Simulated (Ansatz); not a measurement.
# Cu3Pt: from the listed structure to its properties

An exercise on one series of results from a longer session: the logs are not shown, and one member is left open.

Program: Ansatz 0.2.0. Level of theory: DFT r2SCAN, scalar-relativistic, plane waves, PAW. These are calculated values, not measurements.

### The system as given

It takes space group Pm-3m (No. 221, cubic). Conventional cell: a = 3.710 Å, b = 3.710 Å, c = 3.710 Å, α = 90.00°, β = 90.00°, γ = 90.00°. Cu (site symmetry 4/mmm) has 8 Cu at 2.62 Å and 4 Pt at 2.62 Å as nearest neighbours. Pt (site symmetry m-3m) has 12 Cu at 2.62 Å as nearest neighbours.

Structure file:

```xyz
4
Lattice="3.7100 0.0000 0.0000 0.0000 3.7100 0.0000 0.0000 0.0000 3.7100" Properties=species:S:1:pos:R:3 pbc="T T T"
Cu    0.0000    1.8550    1.8550
Cu    1.8550    0.0000    1.8550
Cu    1.8550    1.8550    0.0000
Pt    0.0000    0.0000    0.0000
```

Source of the structure: the Crystallography Open Database.

Set-up of the first run:

(A quick probe on a coarse mesh, which set the mesh and smearing, is not shown.)

Contents of input.yaml:

```yaml
crystal:
  lattice:
    - [3.71, 0.0, 0.0]
    - [0.0, 3.71, 0.0]
    - [0.0, 0.0, 3.71]
  atoms:
    - { symbol: Cu, position: [0.0, 0.5, 0.5] }
    - { symbol: Cu, position: [0.5, 0.0, 0.5] }
    - { symbol: Cu, position: [0.5, 0.5, 0.0] }
    - { symbol: Pt, position: [0.0, 0.0, 0.0] }
basis:
  ecutwfc: 500
kpoints:
  mp_grid: { grid: [12, 12, 12] }
hamiltonian:
  xc: r2scan
scf:
  occupations: { method: gaussian, width: 0.1 }
output:
  forces: true
  stress: true
  eigenvalues: true
relax:
  adjacent_minimum: "off"
  f_tol: 0.005
  max_steps: 80
  cell: { stress_tol: 0.05 }
```

The run is started by

```sh
$ ansatz run input.yaml --threads 2 --pin off --max-ram 5120MiB --backend cpu --events-out ev --progress --plain --runs-dir out
```

Steps of the session up to this table: Relaxing cell and atoms; Bands, states and charges; Volume × 0.97; Point at V/V0 = 1.03; Point at V/V0 = 0.94; Volume × 1.06.

One of the session's tables, all rows but one given; the rest of the session is left out.

It belongs to the step «Fit of the equation of state». 

```
volume (Å³/atom)  energy above the lowest point (meV/atom)  pressure (GPa)
          11.746                                      30.4           13.84
          12.121                                       7.1            6.28
          12.496                                       0.0            0.00
          12.871                                         ?               ?
          13.246                                      23.8           -9.53
```

Estimate the missing values for volume (Å³/atom) = 12.871.

Worked estimate for «energy above the lowest point (meV/atom)». A straight line through the neighbours (12.496, 0.0) and (13.246, 23.8) gives 0.0 + (23.8 − 0.0) × (12.871 − 12.496) / (13.246 − 12.496) = 11.9; a parabola fitted to 3 rows on both sides gives 5.6.

The run gave: energy above the lowest point (meV/atom): 6.3; pressure (GPa): -5.21. In «energy above the lowest point (meV/atom)» the line misses by +5.6 and the parabola by -0.7.

To keep in mind: The start is a reported cell, which holds thermal expansion that this zero-temperature run lacks.
